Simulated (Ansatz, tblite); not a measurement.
**The cluster Ti₂O₄−: rung by rung**

How do method and basis change the picture of the cluster Ti₂O₄− (doublet)?

Program: Ansatz 0.2.0, Gaussian basis. Level of theory: as each input shows. These are calculated values, not measurements.

Levels to be run: GFN1-xTB, GFN2-xTB, PBE-D4/def2-TZVPD, r2SCAN-D4/def2-TZVPD, PBE-QIDH/def2-TZVPD, B97M-V/def2-TZVPD, LC-ωPBE(0.10)/def2-SVPD, LC-ωPBE(0.15)/def2-SVPD, LC-ωPBE(0.20)/def2-SVPD, LC-ωPBE(0.30)/def2-SVPD, PBE-D4/def2-SVPD, PBE0-D4/def2-SVPD, MP2/def2-TZVPD, RPA/def2-TZVPD.

2 further runs of the same task are left out: 2 set aside as unsound or not needed. Runs told in other sessions of the task aren't counted.

## 1. The structure

The doublet was relaxed beforehand with PBE-D4/def2-SVPD. At that level it is the lowest of the isomers that a small search found.

6 atoms, charge -1, spin multiplicity 2.

Bond lengths: Ti1–O3 1.673 Å, Ti1–O4 1.869 Å, Ti1–O5 1.869 Å, Ti2–O4 1.869 Å, Ti2–O5 1.869 Å, Ti2–O6 1.673 Å. Angles: O3–Ti1–O4 121.5°, O3–Ti1–O5 121.5°, O4–Ti1–O5 87.3°, O4–Ti2–O5 87.3°, O4–Ti2–O6 121.5°, O5–Ti2–O6 121.5°, Ti1–O4–Ti2 92.7°, Ti1–O5–Ti2 92.7°.

No spin-orbit coupling is included. The ion is computed in the gas phase, without counter-ions or solvent.

PBE0-D4/def2-TZVPD was run before; its log isn't repeated, and its numbers join the tables.

## 2. GFN1-xTB

Tight binding, by tblite at 300 K electronic temperature and without a spin-polarisation term:

```python
tblite.interface.Calculator('GFN1-xTB', numbers, positions, charge=-1, uhf=1).singlepoint()
```

Energy -589.6777 eV; 0.006 s.

## 3. GFN2-xTB

Tight binding, by tblite at 300 K electronic temperature and without a spin-polarisation term:

```python
tblite.interface.Calculator('GFN2-xTB', numbers, positions, charge=-1, uhf=1).singlepoint()
```

Energy -536.8804 eV; 0.005 s.

## 4. PBE-D4/def2-TZVPD

start.molden holds the orbitals of an earlier run on this state, given as this run's starting guess.

The input, in.yaml:

```yaml
crystal:
  periodic: [false, false, false]
  atoms:
    - {symbol: Ti, position_ang: [0.331448, -1.258281, -0.368165]}
    - {symbol: Ti, position_ang: [-0.331549, 1.257736, 0.367927]}
    - {symbol: O, position_ang: [1.707991, -2.207663, -0.318068]}
    - {symbol: O, position_ang: [0.339305, 0.430793, -1.167921]}
    - {symbol: O, position_ang: [-0.340322, -0.431542, 1.167345]}
    - {symbol: O, position_ang: [-1.706872, 2.208957, 0.318892]}
basis:
  gaussian: {orbitals: def2-TZVPD, initial_orbitals: start.molden}
total_charge: -1
magnetization: {spin_polarized: true, initial_magnetization: 1}
hamiltonian: {xc: pbe, dispersion: d4}
scf: {omitted_lower_state_checks: [starts]}
output: {orbitals: {seedname: orbitals}}
```

On the command line:

```console
$ ansatz run in.yaml --threads 4 --pin off --events-out ev --progress --plain --max-ram 4787MiB
```

Further steps of the session: r2SCAN-D4/def2-TZVPD; PBE-QIDH/def2-TZVPD; B97M-V/def2-TZVPD; LC-ωPBE(0.10)/def2-SVPD; LC-ωPBE(0.15)/def2-SVPD; LC-ωPBE(0.20)/def2-SVPD; LC-ωPBE(0.30)/def2-SVPD; PBE-D4/def2-SVPD; PBE0-D4/def2-SVPD; MP2/def2-TZVPD; RPA/def2-TZVPD.

Q: Predict the results of all the runs planned. Wanted: gap in def2-TZVPD, named functionals, smallest and largest; gap over the ω; correlation energy, MP2/def2-TZVPD; ⟨S²⟩ in def2-TZVPD, named functionals, smallest and largest; PBE0 total energy, smallest basis above largest.

**Answer**, as computed:

```
                                                   quantity                                value
 gap in def2-TZVPD, named functionals, smallest and largest  0.32 eV (PBE-D4), 1.30 eV (PBE0-D4)
                                    gap over the ω (1/bohr)       2.86 eV at 0.1, 4.81 eV at 0.3
                         correlation energy, MP2/def2-TZVPD                            -48.27 eV
⟨S²⟩ in def2-TZVPD, named functionals, smallest and largest                         0.753, 0.757
            PBE0 total energy, smallest basis above largest     14.99 eV (def2-SVPD, def2-TZVPD)
```

In words: Orbital gaps of the named functionals in def2-TZVPD span 0.32 eV (PBE-D4) to 1.30 eV (PBE0-D4); exact exchange widens it. Raising the ω (1/bohr) from 0.1 to 0.3 moves the HOMO by -1.11 eV and the LUMO by +0.84 eV. Over the named functionals in def2-TZVPD spin contamination reaches 0.01 (B97M-V), which is small. PBE-D4, r2SCAN-D4, B97M-V put the HOMO above zero; others here keep it below zero, so the sign hangs on the functional's self-interaction and doesn't show that the species is unbound.
